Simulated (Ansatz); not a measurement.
# C2H5AlBrN: a ladder of functionals and wavefunction methods

One table from this session's results is given with a row withheld; the runs are named, their logs left out.

Method: functionals in def2-TZVPP, the program's frozen cores in correlated methods; program: Ansatz 0.2.0, Gaussian basis.

Plan: LDA (SPW92), PBE-D4, revPBE-D4, BLYP-D4, r2SCAN-D4, B97M-V, PBE0-D4, B3LYP-D4, r2SCANh-D4, r2SCAN0-D4, HSE06-D4, BHLYP-D4, CAM-B3LYP-D4, LC-ωPBE, ωB97X-V, ωB97M-V, B2PLYP, PBE-QIDH; CCSD(T)/def2-SVP; CCSD(T)/def2-TZVPP; MP2/def2-QZVPP; extrapolation to the limit; RPA on PBE.

## Structure used throughout

An earlier PBE0-D4 in a triple-zeta def2 set relaxation fixed the geometry.

SMILES `C[CH]1[NH][Al]1[Br]`, 10 atoms, charge 0, spin multiplicity 1.

Atoms are counted from 1 here; the program's logs count them from 0.

Bond lengths: C1–C2 1.506 Å, C1–H6 1.094 Å, C1–H7 1.093 Å, C1–H8 1.099 Å, C2–N3 1.518 Å, C2–Al4 1.918 Å, C2–H9 1.095 Å, N3–Al4 1.713 Å, N3–H10 1.007 Å, Al4–Br5 2.233 Å. Angles: C2–C1–H6 110.8°, C2–C1–H7 112.1°, C2–C1–H8 111.0°, H6–C1–H7 108.1°, H6–C1–H8 107.2°, H7–C1–H8 107.5°, C1–C2–N3 116.3°, C1–C2–Al4 126.8°, C1–C2–H9 111.0°, N3–C2–Al4 58.5°, N3–C2–H9 113.1°, Al4–C2–H9 119.2°, C2–N3–Al4 72.5°, C2–N3–H10 120.2°, Al4–N3–H10 167.2°, C2–Al4–N3 49.0°, C2–Al4–Br5 166.3°, N3–Al4–Br5 144.6°.

Set-up of the first run:

in.yaml

```yaml
crystal:
  periodic: [false, false, false]
  atoms:
    - {symbol: C, position_ang: [-0.889722, -0.984093, 0.400935]}
    - {symbol: C, position_ang: [0.060395, 0.178015, 0.518533]}
    - {symbol: N, position_ang: [1.305721, 0.119025, -0.347271]}
    - {symbol: Al, position_ang: [0.419321, 1.508841, -0.814925]}
    - {symbol: Br, position_ang: [0.349041, 3.228892, -2.236772]}
    - {symbol: H, position_ang: [-1.816851, -0.784826, 0.946230]}
    - {symbol: H, position_ang: [-1.147094, -1.201495, -0.638798]}
    - {symbol: H, position_ang: [-0.450548, -1.895503, 0.829172]}
    - {symbol: H, position_ang: [0.277741, 0.402112, 1.567820]}
    - {symbol: H, position_ang: [1.975198, -0.622170, -0.221925]}
basis:
  gaussian: {orbitals: def2-TZVPP}
hamiltonian: {xc: lda}
output: {orbitals: {seedname: orbitals}}
```

Started as:

```sh
> ansatz run in.yaml --threads 4 --pin off --events-out ev --progress --plain --max-ram 10444MiB
```

Among the steps run: LDA; PBE-D4 (GGA); revPBE-D4 (GGA); BLYP-D4 (GGA); r2SCAN-D4 (meta-GGA); B97M-V (meta-GGA); PBE0-D4 (hybrid); B3LYP-D4 (hybrid); r2SCANh-D4 (hybrid); r2SCAN0-D4 (hybrid); HSE06-D4 (hybrid); BHLYP-D4 (hybrid); CAM-B3LYP-D4 (range-separated); LC-ωPBE (range-separated); ωB97X-V (range-separated); ωB97M-V (range-separated); B2PLYP (double hybrid); PBE-QIDH (double hybrid).

One of the session's tables, all rows but one given; the rest of the session is left out.

It belongs to the step «Orbital energies across the functionals». 

| functional | HOMO (eV) | gap (eV) |
| --- | --- | --- |
| LDA (SPW92) | -5.57 | 3.25 |
| PBE-D4 | -5.40 | 3.34 |
| revPBE-D4 | -5.34 | 3.39 |
| BLYP-D4 | -5.27 | 3.31 |
| r2SCAN-D4 | ? | ? |
| B97M-V | -5.65 | 3.87 |
| PBE0-D4 | -6.64 | 5.39 |
| B3LYP-D4 | -6.42 | 4.94 |
| r2SCANh-D4 | -6.08 | 4.61 |
| r2SCAN0-D4 | -6.78 | 5.71 |
| HSE06-D4 | -6.24 | 4.62 |
| BHLYP-D4 | -7.76 | 7.34 |
| CAM-B3LYP-D4 | -7.99 | 7.70 |
| LC-ωPBE | -9.31 | 10.19 |
| ωB97X-V | -8.98 | 9.71 |
| ωB97M-V | -8.86 | 9.33 |

Estimate the missing values for r2SCAN-D4.

Worked estimate for «HOMO (eV)». Against the share of exact exchange, r2SCANh-D4 (0.1, -6.08), r2SCAN0-D4 (0.25, -6.78) give a slope of -4.67 per unit share; at 0 the line stands at -5.61.

**Answer.** HOMO (eV): -5.61; gap (eV): 3.87. In «HOMO (eV)» the line misses by 0.00.
